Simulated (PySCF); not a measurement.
# C3H5AlCl2: the cost of one run

Programs: PySCF 2.14.0, with density-fitted response routines of our own. Each step states its level of theory. These are calculated values for one molecule in the gas phase, unless marked as measured. Atoms are numbered from 0 throughout.

### 1 The molecule as given

11 atoms, charge 0, multiplicity 1; geometry from: GFN2-xTB. The atoms were then displaced at random by about 0.01 Å, so the start is not that level's minimum.

Bonds of the start (Å): C0–C1 1.47, C1–Cl2 1.73, C1–C3 1.37, C3–Al4 1.96, Al4–Cl5 2.04, C0–H6 1.07, C0–H7 1.11, C0–H8 1.12, C3–H9 1.10, Al4–H10 1.52.

### 2 Geometry optimisation at PBE0-D3(BJ)/def2-SVP

What the job is given:

```
{"job": {"xc": "PBE0", "basis": "def2-SVP", "d3": "d3bj", "grid": 1, "shake": 0.01, "kind": "geom"}, "charge": 0, "multiplicity": 1}
C     -1.959650    -0.212020     0.231990
C     -0.497750    -0.300270     0.137540
Cl     0.130200    -1.909800     0.046330
C      0.448560     0.683320     0.113900
Al     2.315740     0.117370    -0.018020
Cl     3.698930     1.613640    -0.042490
H     -2.436850    -1.169060     0.217730
H     -2.346180     0.399870    -0.616020
H     -2.264470     0.333940     1.164560
H      0.030910     1.698840     0.179460
H      2.918690    -1.281660    -0.075850
```

On the command line:

```console
$ OMP_NUM_THREADS=1 python probes_run.py task.json out
```

The driver reads the jobs from task.json and runs them one after another.

Q: Estimate the wall time and peak memory of this first job on 1 thread of Arm Neoverse N1, shared host.

About 97 s, with a peak of 0.51 GiB.
